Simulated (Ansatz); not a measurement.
This script makes an equation of state with a fit of RbSbO₃, space group Pm-3m with the Python package of Ansatz (0.2.0).

`eos_rbsbo3.py`
```python
"""Equation of state of RbSbO3."""

import ansatz as az
import numpy as np
from scipy.optimize import curve_fit

vectors0 = np.array([
    [4.09054, 0.0, 0.0],
    [0.0, 4.09054, 0.0],
    [0.0, 0.0, 4.09054],
])
sites = [
    ("Rb", [0.0, 0.0, 0.0]),
    ("Sb", [0.5, 0.5, 0.5]),
    ("O", [0.5, 0.5, 0.0]),
    ("O", [0.5, 0.0, 0.5]),
    ("O", [0.0, 0.5, 0.5]),
]


def on_lattice(cell):
    crystal = az.Crystal(lattice=az.Lattice.of(cell))
    for symbol, position in sites:
        crystal = crystal.atom(symbol, position)
    return crystal

def vinet(v, e0, v0, b0, b1):
    eta = (v / v0) ** (1 / 3)
    return e0 + 2 * b0 * v0 / (b1 - 1) ** 2 * (2 - (5 + 3 * b1 * (eta - 1) - 3 * eta) * np.exp(-1.5 * (b1 - 1) * (eta - 1)))

# scale the volume, keep shape and fractions
volumes, energies, pressures = [], [], []
for scale in np.linspace(0.94, 1.06, 7):
    cell = vectors0 * scale ** (1 / 3)
    job = (
        on_lattice(cell).calculation()
        .functional("r2scan")
        .basis(19 * az.Ha)
        .occupations("cold", width=150 * az.meV)
        .mixing("anderson")
        .scf(tolerance=1e-08, max_iterations=150)
        .kpoints(4, 4, 4)
        .stress()
    )
    report = job.run().report
    volumes.append(abs(np.linalg.det(cell)) / len(sites))
    energies.append(report["free_energy_ev"] / len(sites))
    pressures.append(np.trace(report["stress_gpa"]) / 3)
    print(f"V = {volumes[-1]:8.4f} A^3/atom  F = {energies[-1]:.5f} eV/atom  P = {pressures[-1]:8.3f} GPa")

guess = (min(energies), volumes[int(np.argmin(energies))], 0.5, 4.5)
(e0, v0, b0, b1), _ = curve_fit(vinet, np.array(volumes), np.array(energies), p0=guess, maxfev=20000)
print(f"Vinet fit: V0 = {v0:.4f} A^3/atom, B0 = {160.21766 * b0:.1f} GPa, B1 = {b1:.2f}")
print("largest residual", round(1000 * float(np.abs(vinet(np.array(volumes), e0, v0, b0, b1) - energies).max()), 3), "meV/atom")
```

Estimate the equilibrium volume and the bulk modulus.

A third-order Birch-Murnaghan fit through the 7 points (the script's own form differs a little) has its minimum at 13.05 Å³ an atom, 4.7 % below the typed cell, with a bulk modulus of 158 GPa and dB/dP = 5.5. From that minimum the energy rises by 1.3 meV an atom on the compressed side and 64.2 meV on the expanded side. The window is off centre, so dB/dP is rough.

The run itself:

```console
$ python eos_rbsbo3.py
DeckWarning: output.stress: scf.convergence.dr2_threshold = 1e-8 eV is looser than the 5e-10 eV advised for a printed stress (1e-10 eV for each atom of the cell: 5). What an SCF threshold leaves in a [...]
V =  12.8677 A^3/atom  F = -2296.60058 eV/atom  P =    2.265 GPa
V =  13.1414 A^3/atom  F = -2296.60150 eV/atom  P =   -1.109 GPa
V =  13.4152 A^3/atom  F = -2296.59702 eV/atom  P =   -4.061 GPa
V =  13.6890 A^3/atom  F = -2296.58783 eV/atom  P =   -6.637 GPa
V =  13.9628 A^3/atom  F = -2296.57453 eV/atom  P =   -8.879 GPa
V =  14.2366 A^3/atom  F = -2296.55765 eV/atom  P =  -10.826 GPa
V =  14.5103 A^3/atom  F = -2296.53767 eV/atom  P =  -12.512 GPa
Vinet fit: V0 = 13.0471 A^3/atom, B0 = 157.4 GPa, B1 = 5.38
largest residual 0.004 meV/atom
```
(Warnings from the package without file and line, shortened.)

Reading the output:
- The settings weren't tested for convergence.
- The mesh is modest for a metal, so energies can be off by several to tens of meV an atom and pressures by half a GPa or more; differences at equal mesh fare better.
- Pressure is positive in compression.
- At these settings the cell as given stands under about -7 GPa, so it isn't at this functional's equilibrium volume.
- This cell is a computed structure, which may not be the phase found in nature.
- Cost: roughly 40 core-seconds.

(Lines on the test bed's own set-up are left out of the output.)
